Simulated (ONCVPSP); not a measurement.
**Mg: generating and testing an ONCV potential**

Do these settings give a usable potential? It is generated, then checked for transferability, scattering, ghosts and hardness.

The numbers are computed with ONCVPSP 4.0.1 (PBEsol, scalar-relativistic, spin-unpolarised reference atom).

**1. The design**

Typed settings, in words:

```
element                 : magnesium (Mg, Z = 12)
type                    : optimised norm-conserving Vanderbilt (ONCV)
frozen core             : [He]
valence charge          : 10
reference configuration : 2s2 2p6 3s1.75 (charge +0.25)
partial waves           : 2s+3s: rc 1.15 bohr, ncon 4, nbas 8, qcut 9.4 1/bohr, 2 projectors; 2p: rc 1.15 bohr, ncon 4, nbas 7, qcut 11.2 1/bohr, 2 projectors, debl 2.3 Ha; d scattering state at 0.11 Ha: rc 1.10 bohr, ncon 4, nbas 8, qcut 8.2 1/bohr, 3 projectors, debl 3.7 Ha
local potential         : polynomial inside 1.05 bohr (lpopt 5, dvloc0 0 Ha)
core correction         : polynomial model core, fcfact 0.55
```

An earlier all-electron run gives the scale for the radii.

All-electron outer shells of the reference configuration (PBEsol, scalar-relativistic, ld1.x):

```csv
shell,level (eV),outermost node (bohr),outermost maximum (bohr)
1s,-1258.72,–,0.09
2s,-81.65,0.18,0.55
2p,-48.60,–,0.48
3s,-6.25,0.90,2.50
3p,-2.62,0.95,3.29
```

**2. The generation run**

The input, Mg.dat:

```
# ATOM AND REFERENCE CONFIGURATION
# atsym  z   nc   nv     iexc    psfile
  Mg 12.00    1    3  -116133      upf
#
#   n    l    f
    1    0    2.00
    2    0    2.00
    2    1    6.00
    3    0    1.75
#
# PSEUDOPOTENTIAL AND OPTIMIZATION
# lmax
    2
#
#   l,   rc,      ep,       ncon, nbas, qcut
    0    1.15    0.00    4    8    9.40
    1    1.15    0.00    4    7   11.20
    2    1.10    0.11    4    8    8.20
#
# LOCAL POTENTIAL
# lloc, lpopt,  rc(5),   dvloc0
    4    5    1.05    0.00
#
# VANDERBILT-KLEINMAN-BYLANDER PROJECTORs
# l, nproj, debl
    0    2    0.40
    1    2    2.30
    2    3    3.70
#
# MODEL CORE CHARGE
# icmod, fcfact, rcfact
    1    0.55    0.00
#
# LOG DERIVATIVE ANALYSIS
# epsh1, epsh2, depsh
   -5.00    5.00    0.04
#
# OUTPUT GRID
# rlmax, drl
    6.00    0.01
#
# TEST CONFIGURATIONS
# ncnf
    4
# nvcnf
#   n    l    f
    3
    2    0    2.00
    2    1    6.00
    3    0    2.00
#
    3
    2    0    2.00
    2    1    6.00
    3    0    1.00
#
    3
    2    0    2.00
    2    1    6.00
    3    0    0.00
#
    4
    2    0    2.00
    2    1    6.00
    3    0    0.00
    3    1    2.00
#
```

Launch:

```console
oncvpsp.x < Mg.dat > Mg.out
```

Before running it: what results should come out? Wanted: cutoffs for 1 and 0.1 mHa per electron, occupied waves; bound ghosts; GHOST(+) flags; largest test error; largest phase difference near zero energy, channels read; rms error of d²Exc/dn², without and with the model core.

As calculated:

| quantity | value |
| --- | --- |
| cutoffs for 1 and 0.1 mHa per electron, occupied waves | 53 Ha and 60 Ha |
| bound ghosts | none found |
| GHOST(+) flags | none at low energy |
| largest test error (AE − PS) | -1.8 meV, for 2s2 2p6 3s0 |
| largest phase difference near zero energy, channels read | 0.000 rad |
| rms error of d²Exc/dn², without and with the model core | 1.60 and 1.40 mHa |

By total energies transferability is very good: the largest error is 1.8 meV on 21.4 eV, for 2s2 2p6 3s0. The potential is hard: the looser tolerance needs 53 Ha. At the looser tolerance the 2p wave is the slowest; 2s needs 21 Ha. No bound ghost shows below the valence levels. Near zero energy the phases of the channels with partial waves agree within 0.001 rad.
